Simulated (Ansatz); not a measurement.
# Rb2ScTlBr6: the cost of one run

Program: Ansatz 0.2.0. Level of theory: DFT PBEsol, plane waves, PAW, scalar-relativistic, no spin polarisation. These are calculated values, not measurements.

## Step 1: The starting structure

The cell holds 20 atoms (Br12Rb4Sc2Tl2): a = 14.772 Å, b = 14.772 Å, c = 14.772 Å, α = 33.56°, β = 33.56°, γ = 33.56°.

The coordinates stand in the first input below.

## Step 2: Run 1

160 steps of 1.5 fs under a Langevin thermostat at 2800 K.

Input file input.yaml:

```yaml
accuracy: low
crystal:
  lattice:
    - [12.061665, 6.030832, 6.030832]
    - [6.030832, 12.061665, 6.030832]
    - [6.030832, 6.030832, 12.061665]
  atoms:
    - { symbol: Rb, position: [0.375, 0.375, 0.375] }
    - { symbol: Rb, position: [0.125, 0.125, 0.125] }
    - { symbol: Sc, position: [0.0, 0.0, 0.0] }
    - { symbol: Tl, position: [0.25, 0.25, 0.25] }
    - { symbol: Br, position: [0.841781, 0.386073, 0.386073] }
    - { symbol: Br, position: [0.386073, 0.386073, 0.841781] }
    - { symbol: Br, position: [0.658219, 0.113927, 0.113927] }
    - { symbol: Br, position: [0.386073, 0.841781, 0.386073] }
    - { symbol: Br, position: [0.113927, 0.658219, 0.113927] }
    - { symbol: Br, position: [0.113927, 0.113927, 0.658219] }
    - { symbol: Rb, position: [0.875, 0.875, 0.875] }
    - { symbol: Rb, position: [0.625, 0.625, 0.625] }
    - { symbol: Sc, position: [0.5, 0.5, 0.5] }
    - { symbol: Tl, position: [0.75, 0.75, 0.75] }
    - { symbol: Br, position: [0.341781, 0.886073, 0.886073] }
    - { symbol: Br, position: [0.886073, 0.886073, 0.341781] }
    - { symbol: Br, position: [0.158219, 0.613927, 0.613927] }
    - { symbol: Br, position: [0.886073, 0.341781, 0.886073] }
    - { symbol: Br, position: [0.613927, 0.158219, 0.613927] }
    - { symbol: Br, position: [0.613927, 0.613927, 0.158219] }
basis:
  ecutwfc: 420.0
kpoints:
  mp_grid: { grid: [2, 2, 2] }
hamiltonian:
  xc: pbesol
scf:
  occupations: { method: fermi_dirac, width: 0.24 }
  lower_state_search: "off"
md:
  timestep: 1.5
  n_steps: 160
  ensemble: nvt_langevin
  temperature: 2800.0
  initial_velocities: maxwell_boltzmann
  seed: 382812
  friction: 0.02
```

Started as:

```
ansatz run input.yaml --threads 4 --pin off --max-ram 10240MiB --backend cpu --events-out ev --progress --plain --runs-dir out
```

What time and memory should one allow on 4 threads of Intel Xeon 6975P-C (Granite Rapids), shared host?

About 18 min, with a peak of 3 GiB.
